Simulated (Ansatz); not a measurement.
Predict the output of the script below (Ansatz 0.2.0, Python API).

`h3isn.py`:
```python
"""Vertical and adiabatic ionisation of H3ISn."""

import ansatz as az
import numpy as np

config = {
    "basis": "def2-SVP",
    "xc": "PBE0",
    "net_charge": 1,
}

molecule = (
    az.Crystal.molecule()
    .atom("Sn", (-0.1167, 0.0316, -0.0742))
    .atom("I", (2.0247, -1.0779, 1.0629))
    .atom("H", (-1.4877, 0.1829, 1.0795))
    .atom("H", (-0.618, -0.8866, -1.4458))
    .atom("H", (0.2476, 1.6765, -0.6638))
)

setup = molecule.calculation()
setup = setup.basis(gaussian=config["basis"])
setup = setup.functional(config["xc"])
symbols = [site.symbol for site in molecule.cartesian_sites]
start = np.array([site.position_ang for site in molecule.cartesian_sites], dtype=float)
r = setup.relax(force_tolerance=0.01).run(threads=1, backend="cpu").report
end = np.array(r["positions_ang"])

minimum = az.Crystal.molecule()
for symbol, place in zip(symbols, end):
    minimum = minimum.atom(symbol, place.tolist())
ion = (
    minimum.calculation()
    .basis(gaussian=config["basis"])
    .functional(config["xc"])
    .charge(config["net_charge"])
    .spin("collinear", total=1)
)
vertical = ion.run(threads=1, backend="cpu").report
settled = ion.relax(force_tolerance=0.01, max_steps=80).run(threads=1, backend="cpu").report
print(f"vertical ionisation energy   {vertical['free_energy_ev'] - r['free_energy_ev']:.3f} eV")
print(f"adiabatic, no zero point     {settled['free_energy_ev'] - r['free_energy_ev']:.3f} eV")
print(f"relaxation energy of the ion {vertical['free_energy_ev'] - settled['free_energy_ev']:.3f} eV")
ionised = np.array(settled["positions_ang"])
print("final positions (A) and the move of each atom")
for symbol, xyz, old in zip(symbols, ionised, end):
    print(f"{symbol:2s} {xyz[0]:10.5f} {xyz[1]:10.5f} {xyz[2]:10.5f}   {np.linalg.norm(xyz - old):7.4f}")
```

```console
$ python h3isn.py
vertical ionisation energy   9.666 eV
adiabatic, no zero point     9.436 eV
relaxation energy of the ion 0.230 eV
final positions (A) and the move of each atom
Sn   -0.33659    0.17662   -0.22761    0.2106
I     1.94279   -1.04343    1.09653    0.0522
H    -1.32563    0.09142    1.15234    0.1325
H    -0.58129   -0.97253   -1.44673    0.0704
H     0.35062    1.67443   -0.61593    0.0697
```

Reading the output:
- The energies are electronic: no zero-point or thermal terms, and the basis set is short of its limit. The product may relax into another structure. The relaxation finds the nearest minimum, so the adiabatic value is an upper bound.
- def2 sets replace the cores of elements past krypton by effective core potentials.
- Wall time of the script: 110 s on 1 thread of Arm Neoverse V1 (shared host), peak memory 0.35 GiB.
